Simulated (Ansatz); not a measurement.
# Cu27CO2: the cost of one run

Computed with Ansatz 0.2.0 (DFT PBE, scalar-relativistic, plane waves, PAW, unless a step's input says otherwise).

## Step 1: The system as given

Symmetry: P1, No. 1, triclinic system. The conventional cell has a = 7.669 Å, b = 7.669 Å, c = 20.615 Å, α = 90.00°, β = 90.00°, γ = 90.00°. Around Cu (site symmetry 1) lie 8 Cu at 2.56 Å. Only part of the 30 independent sites is listed.

As a file:

```cif
data_structure
_symmetry_space_group_name_H-M 'P 1'
_symmetry_Int_Tables_number 1
_cell_length_a 7.6686
_cell_length_b 7.6686
_cell_length_c 20.6150
_cell_angle_alpha 90.000
_cell_angle_beta 90.000
_cell_angle_gamma 90.000
_cell_volume 1212.31
loop_
_atom_site_label
_atom_site_type_symbol
_atom_site_fract_x
_atom_site_fract_y
_atom_site_fract_z
_atom_site_occupancy
Cu1 Cu 0.00000 0.00000 0.41232 1
Cu2 Cu 0.33333 0.00000 0.41232 1
Cu3 Cu 0.66667 0.00000 0.41232 1
Cu4 Cu 0.00000 0.33333 0.41232 1
Cu5 Cu 0.33333 0.33333 0.41232 1
Cu6 Cu 0.66667 0.33333 0.41232 1
Cu7 Cu 0.00000 0.66667 0.41232 1
Cu8 Cu 0.33333 0.66667 0.41232 1
Cu9 Cu 0.66667 0.66667 0.41232 1
Cu10 Cu 0.16667 0.16667 0.50000 1
Cu11 Cu 0.50000 0.16667 0.50000 1
Cu12 Cu 0.83333 0.16667 0.50000 1
Cu13 Cu 0.16667 0.50000 0.50000 1
Cu14 Cu 0.50000 0.50000 0.50000 1
Cu15 Cu 0.83333 0.50000 0.50000 1
Cu16 Cu 0.16667 0.83333 0.50000 1
Cu17 Cu 0.50000 0.83333 0.50000 1
Cu18 Cu 0.83333 0.83333 0.50000 1
Cu19 Cu 0.00000 0.00000 0.58768 1
Cu20 Cu 0.33333 0.00000 0.58768 1
Cu21 Cu 0.66667 0.00000 0.58768 1
Cu22 Cu 0.00000 0.33333 0.58768 1
Cu23 Cu 0.33333 0.33333 0.58768 1
Cu24 Cu 0.66667 0.33333 0.58768 1
Cu25 Cu 0.00000 0.66667 0.58768 1
Cu26 Cu 0.33333 0.66667 0.58768 1
Cu27 Cu 0.66667 0.66667 0.58768 1
C1 C 0.50000 0.40000 0.74776 1
O1 O 0.35656 0.35436 0.75261 1
O2 O 0.64344 0.44564 0.74291 1
```

## Step 2: Relaxing the atoms: Cu27CO2 slab, no spin

The input, input.yaml:

```yaml
crystal:
  lattice:
    - [7.668573042, 0.0, 0.0]
    - [0.0, 7.668573042, 0.0]
    - [0.0, 0.0, 20.615]
  atoms:
    - { symbol: Cu, position: [0.0, 0.0, 0.4123211254] }
    - { symbol: Cu, position: [0.3333333333, 0.0, 0.4123211254] }
    - { symbol: Cu, position: [0.6666666667, 0.0, 0.4123211254] }
    - { symbol: Cu, position: [0.0, 0.3333333333, 0.4123211254] }
    - { symbol: Cu, position: [0.3333333333, 0.3333333333, 0.4123211254] }
    - { symbol: Cu, position: [0.6666666667, 0.3333333333, 0.4123211254] }
    - { symbol: Cu, position: [0.0, 0.6666666667, 0.4123211254] }
    - { symbol: Cu, position: [0.3333333333, 0.6666666667, 0.4123211254] }
    - { symbol: Cu, position: [0.6666666667, 0.6666666667, 0.4123211254] }
    - { symbol: Cu, position: [0.1666666667, 0.1666666667, 0.5] }
    - { symbol: Cu, position: [0.5, 0.1666666667, 0.5] }
    - { symbol: Cu, position: [0.8333333333, 0.1666666667, 0.5] }
    - { symbol: Cu, position: [0.1666666667, 0.5, 0.5] }
    - { symbol: Cu, position: [0.5, 0.5, 0.5] }
    - { symbol: Cu, position: [0.8333333333, 0.5, 0.5] }
    - { symbol: Cu, position: [0.1666666667, 0.8333333333, 0.5] }
    - { symbol: Cu, position: [0.5, 0.8333333333, 0.5] }
    - { symbol: Cu, position: [0.8333333333, 0.8333333333, 0.5] }
    - { symbol: Cu, position: [0.0, 0.0, 0.5876788746] }
    - { symbol: Cu, position: [0.3333333333, 0.0, 0.5876788746] }
    - { symbol: Cu, position: [0.6666666667, 0.0, 0.5876788746] }
    - { symbol: Cu, position: [0.0, 0.3333333333, 0.5876788746] }
    - { symbol: Cu, position: [0.3333333333, 0.3333333333, 0.5876788746] }
    - { symbol: Cu, position: [0.6666666667, 0.3333333333, 0.5876788746] }
    - { symbol: Cu, position: [0.0, 0.6666666667, 0.5876788746] }
    - { symbol: Cu, position: [0.3333333333, 0.6666666667, 0.5876788746] }
    - { symbol: Cu, position: [0.6666666667, 0.6666666667, 0.5876788746] }
    - { symbol: C, position: [0.5, 0.4, 0.747756488] }
    - { symbol: O, position: [0.3565574072, 0.354359175, 0.7526073248] }
    - { symbol: O, position: [0.6434425928, 0.445640825, 0.7429056512] }
scf:
  occupations: { method: gaussian, width: 0.1 }
output:
  forces: true
  write_density: true
  write_potential: true
  elf: true
  volumetric_format: npy
hamiltonian:
  xc: pbe
kpoints:
  mp_grid: { grid: [3, 3, 1] }
efield:
  axis: 3
  dipole_correction: true
relax:
  f_tol: 0.03
  max_steps: 30
  constraints: [{ sites: [0, 1, 2, 3, 4, 5, 6, 7, 8] }]
```

Run with:

```console
$ ansatz run input.yaml --threads 8 --pin off --max-ram 18432MiB --backend cpu --events-out ev --progress --plain --runs-dir out
```

**Question.** How long does this run take on 8 threads of AMD EPYC 9R45 (Zen 5), shared host, and how much memory does it need?

About 3.5 min, with a peak of 9.1 GiB.
